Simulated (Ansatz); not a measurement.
What does this script print? It uses Ansatz 0.2.0 through its Python package.

The script, `ksrywo6_convert.py`:
```python
"""Chain to YAML and back, for KSrYWO6."""

from pathlib import Path

import ansatz


def main() -> None:
    ksrywo6 = (
        ansatz.Lattice.of([0.0, 4.19349146, 4.19349146], [4.19349146, 0.0, 4.19349146], [4.19349146, 4.19349146, 0.0])
        .atom("K", [0.25, 0.25, 0.25])
        .atom("Sr", [0.75, 0.75, 0.75])
        .atom("Y", [0.5, 0.5, 0.5])
        .atom("W", [0.0, 0.0, 0.0])
        .atom("O", [0.76724227, 0.23275773, 0.23275773])
        .atom("O", [0.23275773, 0.76724227, 0.76724227])
        .atom("O", [0.76724227, 0.76724227, 0.23275773])
        .atom("O", [0.23275773, 0.23275773, 0.76724227])
        .atom("O", [0.23275773, 0.76724227, 0.23275773])
        .atom("O", [0.76724227, 0.23275773, 0.76724227])
    )

    base = (
        ksrywo6.calculation()
        .kpoints(4, 4, 4)
        .occupations("fermi_dirac", width=0.01)
        .functional("pbe")
        .relax(cell=True, pressure=0)
    )
    Path("written.yaml").write_text(base.to_yaml())
    back = ansatz.Calculation.from_yaml("written.yaml")
    print(back.to_python())
    print("same input:", back.to_yaml() == base.to_yaml())


if __name__ == "__main__":
    main()
```

```console
$ python ksrywo6_convert.py
(
    az.Lattice.of(((0.0, 4.19349146, 4.19349146), (4.19349146, 0.0, 4.19349146), (4.19349146, 4.19349146, 0.0)))
    .atom("K", (0.25, 0.25, 0.25))
    .atom("Sr", (0.75, 0.75, 0.75))
    .atom("Y", (0.5, 0.5, 0.5))
    .atom("W", (0.0, 0.0, 0.0))
    .atom("O", (0.76724227, 0.23275773, 0.23275773))
    .atom("O", (0.23275773, 0.76724227, 0.76724227))
    .atom("O", (0.76724227, 0.76724227, 0.23275773))
    .atom("O", (0.23275773, 0.23275773, 0.76724227))
    .atom("O", (0.23275773, 0.76724227, 0.23275773))
    .atom("O", (0.76724227, 0.23275773, 0.76724227))
    .calculation()
    .kpoints(4, 4, 4)
    .functional("pbe")
    .occupations(method="fermi_dirac", width=0.01)
    .relax(cell=True, pressure=0.0)
)

same input: True
```

It writes `written.yaml`:
```yaml
crystal:
  lattice:
    - [0.0, 4.19349146, 4.19349146]
    - [4.19349146, 0.0, 4.19349146]
    - [4.19349146, 4.19349146, 0.0]
  atoms:
    - { symbol: K, position: [0.25, 0.25, 0.25] }
    - { symbol: Sr, position: [0.75, 0.75, 0.75] }
    - { symbol: "Y", position: [0.5, 0.5, 0.5] }
    - { symbol: W, position: [0.0, 0.0, 0.0] }
    - { symbol: O, position: [0.76724227, 0.23275773, 0.23275773] }
    - { symbol: O, position: [0.23275773, 0.76724227, 0.76724227] }
    - { symbol: O, position: [0.76724227, 0.76724227, 0.23275773] }
    - { symbol: O, position: [0.23275773, 0.23275773, 0.76724227] }
    - { symbol: O, position: [0.23275773, 0.76724227, 0.23275773] }
    - { symbol: O, position: [0.76724227, 0.23275773, 0.76724227] }
kpoints:
  mp_grid:
    grid: [4, 4, 4]
hamiltonian:
  xc: pbe
scf:
  occupations:
    method: fermi_dirac
    width: 0.01
relax:
  cell:
    p_target: 0.0
```

The input is only written out: it wasn't run, and its settings aren't tested. The structure comes from a database and needn't be a stable phase.
